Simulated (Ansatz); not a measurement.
Write a Python script for the Python package of Ansatz (0.2.0) that makes a rigid scan of one bond angle of BH4NSe, SMILES NB[SeH]. Level of theory (for the species named): B3LYP, def2-SVP basis, multiplicity 1.

```xyz
7

N    -0.9352    0.1337   -0.6487
B     0.2402    0.3196    0.2232
Se    1.9337   -0.5737   -0.3110
H    -1.6654   -0.2206   -0.0711
H    -1.2846    1.1368   -0.9376
H     0.1879    0.9719    1.2188
H     1.5846   -1.8357    0.4807
```

`bend_bh4nse.py`
```python
import ansatz as az
from ase import Atoms


def main() -> None:
    atoms = Atoms(['N', 'B', 'Se', 'H', 'H', 'H', 'H'], positions=[
        (-0.9352, 0.1337, -0.6487),
        (0.2402, 0.3196, 0.2232),
        (1.9337, -0.5737, -0.311),
        (-1.6654, -0.2206, -0.0711),
        (-1.2846, 1.1368, -0.9376),
        (0.1879, 0.9719, 1.2188),
        (1.5846, -1.8357, 0.4807),
    ])

    first = (
        az.Crystal.molecule_from_ase(atoms).calculation()
        .basis(gaussian='def2-SVP')
        .functional('b3lyp')
        .relax(force_tolerance=0.02, max_steps=80)
    )
    atoms.positions = first.run().report['positions_ang']

    rows = []
    for angle in [85, 95, 105, 115, 125, 140, 160]:
        bent = atoms.copy()
        bent.set_angle(1, 2, 6, angle, indices=[6])
        calculation = (
            az.Crystal.molecule_from_ase(bent).calculation()
            .basis(gaussian='def2-SVP')
            .functional('b3lyp')
        )
        rows.append((angle, calculation.run().report['free_energy_ev']))
    floor = min(e for _, e in rows)
    for angle, e in rows:
        print(f'angle B1-Se2-H6 = {angle:3d} deg   {1000 * (e - floor):9.1f} meV')


if __name__ == '__main__':
    main()
```

```console
$ python bend_bh4nse.py
angle B1-Se2-H6 =  85 deg        62.4 meV
angle B1-Se2-H6 =  95 deg         0.0 meV
angle B1-Se2-H6 = 105 deg        64.9 meV
angle B1-Se2-H6 = 115 deg       246.3 meV
angle B1-Se2-H6 = 125 deg       530.1 meV
angle B1-Se2-H6 = 140 deg      1103.5 meV
angle B1-Se2-H6 = 160 deg      1948.1 meV
```

Reading the output:
- The scan is rigid, and the energies are electronic, in a modest basis. The zero is the lowest point of the grid, which needn't be the minimum.
- b3lyp holds the VWN-RPA fit, as in Gaussian; the form of ORCA and Turbomole is b3lyp5.
- Wall time of the script: 55 s on 1 thread of Arm Neoverse V1, with other jobs on the host, peak memory 0.23 GiB.
